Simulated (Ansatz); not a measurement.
# ZnS (singlet): from a generated start to a stationary point

Where does this start of ZnS (singlet) end when it is relaxed?

Program: Ansatz 0.2.0, Gaussian basis. Level of theory: RKS PBE0/def2-TZVP. These are calculated values, not measurements.

## Step 1: The starting structure

2 atoms, charge 0, spin multiplicity 1.

Atoms are counted from 1 here; the program's logs count them from 0.

Bond lengths: Zn1–S2 2.270 Å.

The start is set by covalent radii. Sticks and bond lists go by distance. 

## Step 2: The run

Input file in.yaml:

```yaml
crystal:
  periodic: [false, false, false]
  atoms:
    - {symbol: Zn, position_ang: [0.000000, 0.000000, 0.000000]}
    - {symbol: S, position_ang: [0.000000, 0.000000, 2.270000]}
basis:
  gaussian: {orbitals: def2-TZVP}
hamiltonian: {xc: pbe0}
relax: {f_tol: 0.004, max_steps: 80}
```

On the command line:

```sh
$ ansatz run in.yaml --threads 1 --pin off --events-out ev --progress --plain --max-ram 2176MiB
```

**Question.** What will these runs give? Wanted: energy gained; shift from the start; total energy; dipole moment.

**Answer**, as computed:

```
                  quantity           value
                     steps               5
             energy gained        0.276 eV
shift from the start (rms)         0.107 Å
              total energy  -59243.8405 eV
             dipole moment          5.51 D
```

The bonds of the start are those of the end. Zn1–S2 went from 2.270 to 2.056 Å. No vibrations were run, so this is a stationary point, not a proven minimum, and this spin need not be the ground state's.
